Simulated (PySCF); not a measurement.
**C5H4FN: geometry, NMR shifts**

Wanted: the NMR shifts of C5H4FN (`Fc1ccncc1`), by calculation.

The runs use PySCF 2.14.0, with density-fitted response routines of our own; the level of theory stands in each step. All values are computed, except where a source is named. Atoms count from 0, in the outputs and in this text.

## (1) The starting structure

11 atoms, charge 0, multiplicity 1; geometry from: GFN2-xTB.

Bonds of the start (Å): F0–C1 1.34, C1–C2 1.38, C2–C3 1.39, C3–N4 1.32, N4–C5 1.32, C5–C6 1.39, C6–C1 1.38, C2–H7 1.08, C3–H8 1.08, C5–H9 1.08, C6–H10 1.08.

## (2) Relaxing the molecule at PBE0-D3(BJ)/def2-SVP

What the job is given:

```
{"job": {"xc": "PBE0", "basis": "def2-SVP", "d3": "d3bj", "grid": 1, "kind": "geom"}, "charge": 0, "multiplicity": 1}
F     -0.195019     2.473612     0.151573
C     -0.089420     1.135746     0.068015
C     -1.234664     0.361854    -0.003992
C     -1.057534    -1.011229    -0.089121
N      0.126696    -1.595801    -0.101771
C      1.204533    -0.835768    -0.031036
C      1.163645     0.548047     0.055838
H     -2.211737     0.815823     0.006277
H     -1.908608    -1.675707    -0.149518
H      2.149838    -1.361070    -0.043659
H      2.057696     1.147165     0.111431
```

**Question.** This job is followed by: GIAO PBE0/pcSseg-0 NMR shielding, non-relativistic, gas phase; GIAO PBE0/pcSseg-2 NMR shielding, non-relativistic, gas phase. What will the session give for the following? point group; rotational constants (main isotopes); 13C shifts against TMS (PBE0/pcSseg-0, means over atoms taken as alike); 1H shifts against TMS (PBE0/pcSseg-0, means over atoms taken as alike); 19F shifts against CFCl3 (PBE0/pcSseg-0); 15N shifts against NH3 (PBE0/pcSseg-0); range of the shift of N4.

The runs gave:

| quantity | value |
| --- | --- |
| point group | C2v |
| rotational constants (main isotopes) | 6.03, 2.59, 1.81 GHz |
| 13C shifts against TMS (PBE0/pcSseg-0, means over atoms taken as alike) | 185.6, 165.7, 123.9 ppm |
| 1H shifts against TMS (PBE0/pcSseg-0, means over atoms taken as alike) | 9.22, 7.05 ppm |
| 19F shifts against CFCl3 (PBE0/pcSseg-0) | -95.2 ppm |
| 15N shifts against NH3 (PBE0/pcSseg-0) | 376.1 ppm |
| range of the shift of N4 | 351.0 to 376.1 ppm |

**Reading.** The optimisation took 6 steps and gained 0.035 eV; among the close pairs (by a distance rule), F0–C1 changed most, from 1.345 to 1.326 Å. At PBE0/pcSseg-0: Shielding is most anisotropic at N4 (span 821 ppm, paramagnetic term -451 ppm). NICS(1)zz of -27 ppm above the planar ring from C1 marks a diatropic (aromatic) ring current. Across the 2 runs the shift of N4 moves most, between 351.0 (PBE0/pcSseg-2) and 376.1 ppm (PBE0/pcSseg-0).
